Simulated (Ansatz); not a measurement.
Working through a formation energy from the elements of Cd3Ir and its elements

Program: Ansatz's Python interface.

`cd3ir_cd3ir.vasp`
```text
Cd3Ir
1.0
   4.21670400    0.00000000    0.00000000
   0.00000000    4.21670400    0.00000000
   0.00000000    0.00000000    4.21670400
Cd Ir
3 1
Direct
   0.00000000    0.50000000    0.50000000
   0.50000000    0.00000000    0.50000000
   0.50000000    0.50000000    0.00000000
   0.00000000    0.00000000    0.00000000
```

Contents of `cd3ir_cd.cif`:
```cif
data_Cd
_cell_length_a 2.978870
_cell_length_b 2.978870
_cell_length_c 5.617650
_cell_angle_alpha 90.00000
_cell_angle_beta 90.00000
_cell_angle_gamma 120.00000
_symmetry_space_group_name_H-M 'P 1'
_symmetry_Int_Tables_number 1
loop_
_symmetry_equiv_pos_as_xyz
'x, y, z'
loop_
_atom_site_label
_atom_site_type_symbol
_atom_site_fract_x
_atom_site_fract_y
_atom_site_fract_z
Cd1 Cd    0.333333    0.666667    0.250000
Cd2 Cd    0.666667    0.333333    0.750000
```

Input file `cd3ir_ir.cif`:
```cif
data_Ir
_cell_length_a 2.709068
_cell_length_b 2.709068
_cell_length_c 2.709068
_cell_angle_alpha 60.00000
_cell_angle_beta 60.00000
_cell_angle_gamma 60.00000
_symmetry_space_group_name_H-M 'P 1'
_symmetry_Int_Tables_number 1
loop_
_symmetry_equiv_pos_as_xyz
'x, y, z'
loop_
_atom_site_label
_atom_site_type_symbol
_atom_site_fract_x
_atom_site_fract_y
_atom_site_fract_z
Ir1 Ir    0.000000    0.000000    0.000000
```

At the Python prompt:
```pycon
>>> from collections import Counter
>>> import warnings
>>> import ansatz
>>> from ase.io import read
>>> import numpy as np
>>> def solve(name, crystal):
...     calc = (
...         crystal.calculation()
...         .functional("pbesol")
...         .basis(16 * ansatz.Ha)
...         .kpoints(spacing=0.33)
...         .occupations("fermi_dirac", width=0.1)
...         .stress()
...     )
...     calc = calc.relax(force_tolerance=0.01, fix_cell=["shape"])
...     return calc.run(threads=1)
...
>>> def counts(outcome):
...     return Counter(site.symbol for site in outcome.lattice.sites)
...
>>> def formation_energy(outcome, mu):
...     n = counts(outcome)
...     return (outcome.report["energy_sigma0_ev"] - sum(k * mu[element] for element, k in n.items())) / sum(n.values())
...
>>> def volume_per_atom(outcome):
...     return abs(np.linalg.det(outcome.lattice.cell_ang)) / len(outcome.lattice.sites)
...
>>> warnings.simplefilter("ignore", ansatz.DeckWarning)
>>> phases = {}
>>> atoms = read("cd3ir_cd3ir.vasp", format="vasp")
>>> cd3ir = ansatz.Crystal.from_ase(atoms)
>>> phases["Cd3Ir"] = cd3ir
>>> atoms = read("cd3ir_cd.cif")
>>> cd = ansatz.Crystal.from_ase(atoms)
>>> phases["Cd"] = cd
>>> atoms = read("cd3ir_ir.cif")
>>> ir = ansatz.Crystal.from_ase(atoms)
>>> phases["Ir"] = ir
>>> done = {}
>>> for name, crystal in phases.items():
...     done[name] = solve(name, crystal)
...     print(f"{name}: {done[name].report['energy_sigma0_ev']:.4f} eV, {len(done[name].lattice.sites)} atoms")
...
Cd3Ir: -36350.9201 eV, 4 atoms
Cd: -16368.0959 eV, 2 atoms
Ir: -11799.0572 eV, 1 atoms
>>> # chemical potentials of the elements at zero temperature
>>> references = {"Cd": "Cd", "Ir": "Ir"}
>>> mu = {element: done[name].report["energy_sigma0_ev"] / len(done[name].lattice.sites) for element, name in references.items()}
>>> target = done["Cd3Ir"]
>>> heat = formation_energy(target, mu)
>>> n = counts(target)
>>> print("cell content:", dict(n), " volume", round(volume_per_atom(target), 3), "A^3/atom")
cell content: {<Element.CD: 'Cd'>: 3, <Element.IR: 'Ir'>: 1}  volume 17.555 A^3/atom
>>> print("formation energy", round(heat, 4), "eV/atom,", round(heat * sum(n.values()), 4), "eV per cell")
formation energy 0.0702 eV/atom, 0.2809 eV per cell
>>> print("bound against the elements" if heat < 0 else "unbound against the elements")
unbound against the elements
```

Notes:
- Absolute energies stand on the zero of these potentials, so only differences at equal settings mean something.
- For the metals among these phases the mesh is modest: differences between phases can be off by up to 40 meV an atom.
- Atoms and volume are relaxed with the cell's shape held, which in cells of lower than cubic symmetry can hide stresses and shift volumes.
- Spin-orbit coupling, which matters for elements this heavy, is left out.
- The cells come from databases of deposited and of computed structures, and not all need be stable phases.
- The compound is the structure given, not necessarily its lowest; energies are at zero temperature, with no correction for gases. A semilocal functional's error on such energies is often 0.05 to 0.1 eV an atom, and 0.1 to 0.3 eV against gases such as O2 or F2.
- Finished in 15 s on 1 thread of Arm Neoverse V2 (shared host), peak memory 0.47 GiB.
